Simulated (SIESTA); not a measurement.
GaGe3 under changes of volume

One of the cells (19.819 Å³/atom); the others are scaled copies at fixed shape and fractional positions:

```
CELL_PARAMETERS angstrom
0.00000 3.40960 3.40960
3.40960 0.00000 3.40960
3.40960 3.40960 0.00000
ATOMIC_POSITIONS crystal
Ge 0.50000 0.50000 0.50000
Ge 0.75000 0.75000 0.75000
Ge 0.25000 0.25000 0.25000
Ga 0.00000 0.00000 0.00000
```

The cell comes from a database or a generator and needn't be the stable form of this composition.

| Quantity | Value |
| --- | --- |
| Program | SIESTA 5.4.2 |
| Functional | PBEsol |
| Potentials or basis | PseudoDojo 0.4 standard (PBEsol files) |
| Basis | DZP (energy shift 0.003 Ry; two zetas on semicore shells) |
| Grid cutoff | 800 Ry |
| Energy shift | 0.003 Ry |
| k mesh | 7 × 7 × 7 |
| Occupations | fermi-dirac, width 0.05 eV |
| Spin | no spin polarisation |

```csv
volume (Å³/atom),energy over the lowest point (meV/atom),pressure (GPa)
18.264,1.99,1.7
18.653,0.00,-0.1
19.042,1.82,-1.3
19.819,?,?
20.208,23.89,-4.6
20.596,35.89,-5.2
```

Task: What does the run at 19.819 Å³/atom give?

Result: Energy over the lowest point 13.57 meV/atom; pressure -3.7 GPa.

Worked out: A Birch-Murnaghan fit of order 3 (a polynomial in V^(-2/3)) to the other rows has its minimum at 18.66 Å³/atom with B0 = V·E''(V) = 70 GPa and B' = 5.3. It gives 14.03 meV/atom at 19.819 Å³/atom, against the run's 13.57, and -dE/dV = -3.6 GPa, against -3.7.

Energies are extrapolated to zero smearing.

Caveats: the basis of atomic orbitals isn't converged, which shifts pressures, moduli and gaps.
